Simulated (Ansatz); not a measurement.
# CH₂BFS with the probe HF: a probe moved round a molecule

A grid of calculations on CH₂BFS (SMILES FB=CS) with the probe HF, to see where the energy is lowest and how it rises around there.

Computed with Ansatz 0.2.0. Level: RKS CAM-B3LYP-D4/def2-SVPD.

### Step 1. The system as given

SMILES `FB=CS`, 6 atoms, charge 0, spin multiplicity 1.

Atoms are counted from 1 here; the program's logs count them from 0.

Bond lengths: F1–B2 1.323 Å, B2–C3 1.394 Å, B2–S4 2.015 Å, C3–S4 1.830 Å, C3–H5 1.090 Å, S4–H6 1.392 Å. Angles: F1–B2–C3 165.6°, F1–B2–S4 132.6°, C3–B2–S4 61.8°, B2–C3–S4 76.0°, B2–C3–H5 159.6°, S4–C3–H5 124.3°, B2–S4–C3 42.2°, B2–S4–H6 104.2°, C3–S4–H6 104.6°.

As a file:

```xyz
6
charge 0, multiplicity 1
F    -1.0251   -1.8495    0.6568
B    -0.3460   -0.8725    0.0791
C     0.2822   -0.0142   -0.8225
S     0.7067    0.6793    0.8168
H     0.6328    0.3922   -1.7711
H    -0.2507    1.6647    1.0408
```

This geometry comes from a loose relaxation at PBE in a small basis, which is not shown.

### Step 2. The minimum at this level

Contents of input.yaml:

```yaml
crystal:
  periodic: [false, false, false]
  atoms:
    - { symbol: F, position_ang: [-1.025071, -1.849549, 0.656777] }
    - { symbol: B, position_ang: [-0.345996, -0.872503, 0.079094] }
    - { symbol: C, position_ang: [0.282247, -0.014225, -0.822485] }
    - { symbol: S, position_ang: [0.706745, 0.679319, 0.816827] }
    - { symbol: H, position_ang: [0.632803, 0.392241, -1.771071] }
    - { symbol: H, position_ang: [-0.250728, 1.664717, 1.040849] }
basis:
  gaussian: { orbitals: def2-SVPD }
hamiltonian:
  xc: { name: CAM-B3LYP }
  dispersion: d4
output:
  forces: true
relax:
  f_tol: 0.003
  max_steps: 120
```

Run with:

```bash
ansatz run input.yaml --threads 1 --pin off --max-ram 2560MiB --backend cpu --events-out ev --progress --plain --runs-dir out
```

What it wrote, shortened:

```text
Warning: RAYON_NUM_THREADS=1 ignored (pool sized by the plan → 1); use --threads N
[...]
Functional definition: CAM-B3LYP
[...]
916 factors; their error is unknown
417 factors; integrals over basis functions are off by at most 6.0e-7 eV
[...]
mean field -15289.77651519 eV, -561.8889231504 hartree, gradient 2.8e-5 eV, S^2 0.000000; 0 other end points of the search recorded, 0 dependent functions left out
[...]
reference -15289.77664366 eV, -561.8889278716 hartree; 19, 19 occupied and 87, 87 virtual orbitals, 916 factors
relax step   1: F+E_penalty+E_count = -15289.86997883 eV  Δ(F+E_penalty+E_count) = +0.000e0 eV  max|allowed force component| = 4.823e-1 eV/Å  Δτ_max = 0.0000 Å  (29 SCF iters, accepted)
[...]
relax step   7: F+E_penalty+E_count = -15289.89714358 eV  Δ(F+E_penalty+E_count) = -1.338e-4 eV  max|allowed force component| = 1.433e-2 eV/Å  Δτ_max = 0.0078 Å  (35 SCF iters, accepted)
[...]
relax step   8: F+E_penalty+E_count = -15289.89716276 eV  Δ(F+E_penalty+E_count) = -1.918e-5 eV  max|allowed force component| = 2.687e-3 eV/Å  Δτ_max = 0.0019 Å  (36 SCF iters, accepted)
916 factors; their error is unknown
417 factors; integrals over basis functions are off by at most 5.9e-7 eV
mean field -15289.80333522 eV, -561.8899087685 hartree, gradient 1.8e-5 eV, S^2 0.000000; 1 other end points of the search recorded, 0 dependent functions left out
[...]
reference -15289.80346359 eV, -561.8899134861 hartree; 19, 19 occupied and 87, 87 virtual orbitals, 916 factors
Total energy: -15289.89729113 eV, -561.8933615844 hartree
Atom 0 at    -1.016503    -1.845507     0.645375 Å, force     0.001524    -0.001364    -0.000258 eV/Å
Atom 1 at    -0.354972    -0.891105     0.049910 Å, force    -0.002687     0.002017    -0.000395 eV/Å
Atom 2 at     0.274445    -0.008867    -0.794866 Å, force    -0.000155    -0.002092     0.000918 eV/Å
Atom 3 at     0.714285     0.700739     0.821019 Å, force     0.000150     0.000741     0.000848 eV/Å
Atom 4 at     0.618953     0.384181    -1.740744 Å, force     0.000650     0.000396    -0.001205 eV/Å
Atom 5 at    -0.236208     1.660559     1.019297 Å, force     0.000519     0.000301     0.000094 eV/Å
Dipole moment:    -0.022905     0.264651    -0.012812 e Å
```

Wall time 31 s (1 thread of Arm Neoverse V2, shared host); peak memory 0.23 GiB.

The steps of the relaxation:

```
step  energy from step 1 (eV)  largest force component (eV/Å)
   1                   0.0000                          0.4823
   2                  -0.0205                          0.2073
   3                  -0.0238                          0.1158
   4                  -0.0245                          0.1895
   5                  -0.0264                          0.1007
   6                  -0.0270                          0.0246
   7                  -0.0272                          0.0143
   8                  -0.0272                          0.0027
```

Bond lengths before and after, largest changes first:

```csv
bond,before (Å),after (Å),change (Å)
B2–S4,2.015,2.067,+0.052
S4–H6,1.392,1.365,-0.027
B2–C3,1.394,1.374,-0.020
F1–B2,1.323,1.305,-0.018
C3–S4,1.830,1.819,-0.011
C3–H5,1.090,1.081,-0.009
```

### Step 3. Reference: HF by itself

Contents of input.yaml:

```yaml
crystal:
  periodic: [false, false, false]
  atoms:
    - { symbol: F, position_ang: [0.0, 0.0, 0.038757] }
    - { symbol: H, position_ang: [0.0, 0.0, 0.971243] }
basis:
  gaussian: { orbitals: def2-SVPD }
hamiltonian:
  xc: { name: CAM-B3LYP }
  dispersion: d4
output:
  forces: true
relax:
  f_tol: 0.003
  max_steps: 120
```

Run with:

```bash
ansatz run input.yaml --threads 1 --pin off --max-ram 2560MiB --backend cpu --events-out ev --progress --plain --runs-dir out
```

What it wrote, shortened:

```text
Warning: RAYON_NUM_THREADS=1 ignored (pool sized by the plan → 1); use --threads N
[...]
[... 1 set-up line as earlier in the session ...]
[...]
249 factors; their error is unknown
117 factors; integrals over basis functions are off by at most 9.4e-6 eV
[...]
mean field -2730.70456419 eV, -100.3515417961 hartree, gradient 9.3e-6 eV, S^2 0.000000; 0 other end points of the search recorded, 0 dependent functions left out
[...]
reference -2730.70464125 eV, -100.3515446278 hartree; 5, 5 occupied and 26, 26 virtual orbitals, 249 factors
relax step   1: F+E_penalty+E_count = -2730.70600840 eV  Δ(F+E_penalty+E_count) = +0.000e0 eV  max|allowed force component| = 5.063e-1 eV/Å  Δτ_max = 0.0000 Å  (22 SCF iters, accepted)
[...]
relax step   2: F+E_penalty+E_count = -2730.70815409 eV  Δ(F+E_penalty+E_count) = -2.146e-3 eV  max|allowed force component| = 1.112e-1 eV/Å  Δτ_max = 0.0035 Å  (27 SCF iters, accepted)
[...]
relax step   3: F+E_penalty+E_count = -2730.70825899 eV  Δ(F+E_penalty+E_count) = -1.049e-4 eV  max|allowed force component| = 2.614e-3 eV/Å  Δτ_max = 0.0010 Å  (26 SCF iters, accepted)
249 factors; their error is unknown
117 factors; integrals over basis functions are off by at most 9.2e-6 eV
[...]
mean field -2730.70681754 eV, -100.3516246051 hartree, gradient 7.5e-6 eV, S^2 0.000000; 1 other end points of the search recorded, 0 dependent functions left out
[...]
reference -2730.70689449 eV, -100.3516274329 hartree; 5, 5 occupied and 26, 26 virtual orbitals, 249 factors
Total energy: -2730.70833594 eV, -100.3516804051 hartree
Atom 0 at    -0.000000     0.000000     0.043177 Å, force    -0.000000     0.000000    -0.002614 eV/Å
Atom 1 at     0.000000    -0.000000     0.966823 Å, force     0.000000    -0.000000     0.002614 eV/Å
Dipole moment:    -0.000000    -0.000000     0.387674 e Å
```

It took 0.79 s on 1 thread of Arm Neoverse V2, shared host; peak memory 0.08 GiB.

Step by step:

| step | energy from step 1 (eV) | largest force component (eV/Å) |
| --- | --- | --- |
| 1 | 0.0000 | 0.5063 |
| 2 | -0.0021 | 0.1112 |
| 3 | -0.0023 | 0.0026 |

The bond:

| bond | before (Å) | after (Å) | change (Å) |
| --- | --- | --- | --- |
| F1–H2 | 0.932 | 0.924 | -0.009 |

### Step 4. Setting up the map

The probe is moved over a plane parallel to the molecule's main plane, 3.62 Å above it (x and y are the axes of that plane, centred on the molecule).

First coordinate, x of the probe's F atom: 9 values from −2.68 Å. Second coordinate, y of the probe's F atom: 11 values from −3.35 Å.

Nothing else is relaxed (molecule and probe rigid, the probe upright with F nearest the plane). Energies count from molecule and probe far apart, each relaxed in its own basis (no counterpoise correction). Points are written as (first, second).

The probe HF moves over a plane: parallel to the molecule's main plane, 3.62 Å above it. The molecule is turned into the frame of its main axes, as the inputs below show.

Below, 3 of the grid's runs; all are launched alike.

### Step 5. The run at (−2.68 Å, 2.68 Å)

Contents of input.yaml:

```yaml
crystal:
  periodic: [false, false, false]
  atoms:
    - { symbol: F, position_ang: [1.658537, 0.306287, -0.001502] }
    - { symbol: B, position_ang: [0.445213, -0.174246, 0.002955] }
    - { symbol: C, position_ang: [-0.714873, -0.910681, -0.001246] }
    - { symbol: S, position_ang: [-1.388877, 0.778639, -0.000207] }
    - { symbol: H, position_ang: [-1.322781, -1.803158, -0.043538] }
    - { symbol: H, position_ang: [-1.622949, 1.029797, 1.321207] }
    - { symbol: F, position_ang: [-2.68, 2.68, 3.62] }
    - { symbol: H, position_ang: [-2.68, 2.68, 4.543647] }
basis:
  gaussian: { orbitals: def2-SVPD }
hamiltonian:
  xc: { name: CAM-B3LYP }
  dispersion: d4
output:
  forces: true
```

Run with:

```bash
ansatz run input.yaml --threads 1 --pin off --max-ram 2560MiB --backend cpu --events-out ev --progress --plain --runs-dir out
```

What it wrote, shortened:

```text
Warning: RAYON_NUM_THREADS=1 ignored (pool sized by the plan → 1); use --threads N
[...]
[... 1 set-up line as earlier in the session ...]
[...]
1165 factors; their error is unknown
455 factors; integrals over basis functions are off by at most 2.8e-5 eV
[...]
mean field -18020.55695878 eV, -662.2432534631 hartree, gradient 3.7e-5 eV, S^2 0.000000; 0 other end points of the search recorded, 0 dependent functions left out
[...]
reference -18020.55711118 eV, -662.2432590634 hartree; 24, 24 occupied and 113, 113 virtual orbitals, 1165 factors
Total energy: -18020.65906763 eV, -662.2470058939 hartree
Atom 0 at     1.658537     0.306287    -0.001502 Å, force     0.043405     0.007080    -0.001573 eV/Å
Atom 1 at     0.445213    -0.174246     0.002955 Å, force    -0.069276     0.006334     0.003589 eV/Å
Atom 2 at    -0.714873    -0.910681    -0.001246 Å, force     0.014635    -0.029356    -0.001345 eV/Å
Atom 3 at    -1.388877     0.778639    -0.000207 Å, force     0.005465     0.020206     0.037837 eV/Å
Atom 4 at    -1.322781    -1.803158    -0.043538 Å, force     0.003508    -0.002084    -0.000648 eV/Å
Atom 5 at    -1.622949     1.029797     1.321207 Å, force    -0.016734     0.026078    -0.004573 eV/Å
Atom 6 at    -2.680000     2.680000     3.620000 Å, force     0.020442    -0.033170    -0.061810 eV/Å
Atom 7 at    -2.680000     2.680000     4.543647 Å, force    -0.001444     0.004912     0.028524 eV/Å
Dipole moment:    -0.229645     0.041277     0.587241 e Å
```

Wall time 5.7 s (1 thread of Arm Neoverse V2, shared host); peak memory 0.34 GiB.

Energy on the map's scale: −5.2 kJ/mol.

### Step 6. Grid point (2.01 Å, −3.35 Å)

input.yaml, as its differences from that of step 5:

```diff
@@ -9,4 +9,4 @@
     - { symbol: H, position_ang: [-1.622949, 1.029797, 1.321207] }
-    - { symbol: F, position_ang: [-2.68, 2.68, 3.62] }
-    - { symbol: H, position_ang: [-2.68, 2.68, 4.543647] }
+    - { symbol: F, position_ang: [2.01, -3.35, 3.62] }
+    - { symbol: H, position_ang: [2.01, -3.35, 4.543647] }
 basis:
```

Run with:

```bash
ansatz run input.yaml --threads 1 --pin off --max-ram 2560MiB --backend cpu --events-out ev --progress --plain --runs-dir out
```

What it wrote, shortened:

```text
Warning: RAYON_NUM_THREADS=1 ignored (pool sized by the plan → 1); use --threads N
[...]
[... 1 set-up line as earlier in the session ...]
[...]
1165 factors; their error is unknown
455 factors; integrals over basis functions are off by at most 2.4e-5 eV
[...]
mean field -18020.50887948 eV, -662.2414865812 hartree, gradient 5.7e-5 eV, S^2 0.000000; 0 other end points of the search recorded, 0 dependent functions left out
[...]
reference -18020.50904778 eV, -662.2414927661 hartree; 24, 24 occupied and 113, 113 virtual orbitals, 1165 factors
Total energy: -18020.60649908 eV, -662.2450740355 hartree
Atom 0 at     1.658537     0.306287    -0.001502 Å, force    -0.015184     0.004847    -0.005034 eV/Å
Atom 1 at     0.445213    -0.174246     0.002955 Å, force     0.030287    -0.028817     0.017007 eV/Å
Atom 2 at    -0.714873    -0.910681    -0.001246 Å, force    -0.002501     0.015138    -0.015457 eV/Å
Atom 3 at    -1.388877     0.778639    -0.000207 Å, force    -0.012070     0.003486    -0.002558 eV/Å
Atom 4 at    -1.322781    -1.803158    -0.043538 Å, force     0.003495     0.000428     0.005971 eV/Å
Atom 5 at    -1.622949     1.029797     1.321207 Å, force    -0.002320     0.002446     0.003499 eV/Å
Atom 6 at     2.010000    -3.350000     3.620000 Å, force    -0.004566     0.002631    -0.003801 eV/Å
Atom 7 at     2.010000    -3.350000     4.543647 Å, force     0.002859    -0.000160     0.000373 eV/Å
Dipole moment:    -0.194254    -0.002256     0.558576 e Å
```

Wall time 5.6 s (1 thread of Arm Neoverse V2, shared host); peak memory 0.34 GiB.

That is −0.08 kJ/mol from the zero.

### Step 7. The run at (−2.01 Å, 1.34 Å)

input.yaml, as its differences from that of step 6:

```diff
@@ -9,4 +9,4 @@
     - { symbol: H, position_ang: [-1.622949, 1.029797, 1.321207] }
-    - { symbol: F, position_ang: [2.01, -3.35, 3.62] }
-    - { symbol: H, position_ang: [2.01, -3.35, 4.543647] }
+    - { symbol: F, position_ang: [-2.01, 1.34, 3.62] }
+    - { symbol: H, position_ang: [-2.01, 1.34, 4.543647] }
 basis:
```

Run with:

```bash
ansatz run input.yaml --threads 1 --pin off --max-ram 2560MiB --backend cpu --events-out ev --progress --plain --runs-dir out
```

What it wrote, shortened:

```text
Warning: RAYON_NUM_THREADS=1 ignored (pool sized by the plan → 1); use --threads N
[...]
[... 1 set-up line as earlier in the session ...]
[...]
1165 factors; their error is unknown
455 factors; integrals over basis functions are off by at most 2.4e-5 eV
[...]
mean field -18020.59501546 eV, -662.2446520201 hartree, gradient 2.8e-5 eV, S^2 0.000000; 0 other end points of the search recorded, 0 dependent functions left out
[...]
reference -18020.59516246 eV, -662.2446574224 hartree; 24, 24 occupied and 113, 113 virtual orbitals, 1165 factors
Total energy: -18020.70350027 eV, -662.2486387633 hartree
Atom 0 at     1.658537     0.306287    -0.001502 Å, force     0.068895     0.014305    -0.002120 eV/Å
Atom 1 at     0.445213    -0.174246     0.002955 Å, force    -0.113985    -0.001015     0.013567 eV/Å
Atom 2 at    -0.714873    -0.910681    -0.001246 Å, force     0.029853    -0.042518    -0.003870 eV/Å
Atom 3 at    -1.388877     0.778639    -0.000207 Å, force    -0.002995     0.047906     0.045503 eV/Å
Atom 4 at    -1.322781    -1.803158    -0.043538 Å, force     0.005109    -0.000282     0.002755 eV/Å
Atom 5 at    -1.622949     1.029797     1.321207 Å, force    -0.000142    -0.011934    -0.024203 eV/Å
Atom 6 at    -2.010000     1.340000     3.620000 Å, force     0.019571    -0.009481    -0.029913 eV/Å
Atom 7 at    -2.010000     1.340000     4.543647 Å, force    -0.006306     0.003020    -0.001719 eV/Å
Dipole moment:    -0.236854     0.040916     0.629156 e Å
```

It took 5.9 s on 1 thread of Arm Neoverse V2, shared host; peak memory 0.34 GiB.

Energy on the map's scale: −9.4 kJ/mol.

### Step 8. All points together

99 points were computed. Energies in kJ/mol, from molecule and probe far apart, each relaxed in its own basis (no counterpoise correction):

```tsv
y of the probe's F atom (Å) ↓, x of the probe's F atom (Å) →	−2.68	−2.01	−1.34	−0.67	0.00	0.67	1.34	2.01	2.68
3.35	−3.4	−3.9	−3.9	−3.3	−2.5	−1.6	−0.9	−0.4	0.0
2.68	−5.2	−6.0	−6.0	−5.2	−3.9	−2.6	−1.5	−0.7	−0.1
2.01	−6.9	−8.2	−8.2	−7.2	−5.5	−3.7	−2.2	−1.1	−0.3
1.34	−7.9	−9.4	−9.4	−8.4	−6.6	−4.6	−2.9	−1.6	−0.6
0.67	−7.6	−9.0	−9.2	−8.3	−6.7	−4.9	−3.3	−1.9	−0.8
0.00	−6.3	−7.5	−7.7	−7.0	−5.7	−4.3	−3.1	−1.9	−0.8
−0.67	−4.4	−5.3	−5.5	−4.9	−4.0	−3.2	−2.4	−1.6	−0.7
−1.34	−2.8	−3.2	−3.3	−3.0	−2.4	−2.0	−1.6	−1.1	−0.5
−2.01	−1.7	−1.9	−1.8	−1.6	−1.3	−1.1	−0.9	−0.6	−0.3
−2.68	−1.2	−1.2	−1.1	−0.9	−0.7	−0.6	−0.5	−0.3	−0.1
−3.35	−0.8	−0.8	−0.7	−0.5	−0.4	−0.3	−0.2	−0.1	0.0
```

The largest force on an atom (eV/Å) at each point:

```csv
"y of the probe's F atom (Å) ↓, x of the probe's F atom (Å) →",−2.68,−2.01,−1.34,−0.67,0.00,0.67,1.34,2.01,2.68
3.35,0.053,0.060,0.061,0.055,0.046,0.041,0.052,0.061,0.064
2.68,0.073,0.081,0.083,0.078,0.065,0.053,0.069,0.080,0.083
2.01,0.089,0.095,0.088,0.088,0.081,0.066,0.088,0.102,0.103
1.34,0.106,0.115,0.107,0.085,0.087,0.079,0.106,0.122,0.123
0.67,0.112,0.123,0.117,0.095,0.085,0.085,0.118,0.136,0.135
0.00,0.109,0.121,0.118,0.099,0.072,0.081,0.117,0.137,0.136
−0.67,0.101,0.113,0.113,0.097,0.072,0.073,0.103,0.125,0.126
−1.34,0.090,0.101,0.102,0.090,0.074,0.066,0.085,0.103,0.107
−2.01,0.076,0.084,0.086,0.077,0.063,0.057,0.068,0.081,0.086
−2.68,0.062,0.068,0.068,0.061,0.050,0.046,0.052,0.061,0.065
−3.35,0.050,0.053,0.052,0.047,0.039,0.036,0.040,0.045,0.048
```

On the same grid, dipole moment (D):

```csv
"y of the probe's F atom (Å) ↓, x of the probe's F atom (Å) →",−2.68,−2.01,−1.34,−0.67,0.00,0.67,1.34,2.01,2.68
3.35,2.97,2.98,2.97,2.95,2.92,2.89,2.87,2.85,2.84
2.68,3.04,3.06,3.05,3.01,2.96,2.92,2.88,2.86,2.84
2.01,3.11,3.16,3.15,3.09,3.01,2.95,2.90,2.87,2.84
1.34,3.17,3.23,3.22,3.14,3.05,2.97,2.92,2.88,2.85
0.67,3.17,3.23,3.22,3.15,3.06,2.99,2.93,2.88,2.85
0.00,3.11,3.16,3.15,3.10,3.04,2.98,2.93,2.88,2.85
−0.67,3.04,3.07,3.07,3.04,3.00,2.96,2.92,2.88,2.85
−1.34,2.98,3.00,3.00,2.98,2.95,2.93,2.90,2.87,2.85
−2.01,2.94,2.95,2.95,2.94,2.92,2.90,2.88,2.86,2.84
−2.68,2.91,2.91,2.91,2.90,2.89,2.87,2.86,2.85,2.84
−3.35,2.89,2.89,2.89,2.88,2.87,2.86,2.85,2.84,2.83
```

### Step 9. Results

| quantity | value |
| --- | --- |
| lowest point | (−2.01 Å, 1.34 Å), −9.4 kJ/mol |
| highest computed point | (2.68 Å, −3.35 Å), 9.5 kJ/mol above the lowest |
| largest force on an atom (eV/Å) | 0.036 at (0.67 Å, −3.35 Å) to 0.137 at (2.01 Å, 0.00 Å); 0.115 at the lowest point |
| dipole moment (D) | 2.83 at (2.68 Å, −3.35 Å) to 3.23 at (−2.01 Å, 1.34 Å); 3.23 at the lowest point |
| time for the whole task | 11 min on 1 thread, shared host |

The lowest computed point is at (−2.01 Å, 1.34 Å), −9.4 kJ/mol from molecule and probe far apart, each relaxed in its own basis (no counterpoise correction). The grid is coarse, so the true minimum lies between grid points and may sit elsewhere than the lowest one. No other kind of well shows on this grid. The highest computed point, (2.68 Å, −3.35 Å), lies 9.5 kJ/mol above the lowest. Near the minimum the curvatures are about 0.028 and 0.039 eV/Å² along the soft and the stiff direction. Without a counterpoise correction the wells come out somewhat too deep.
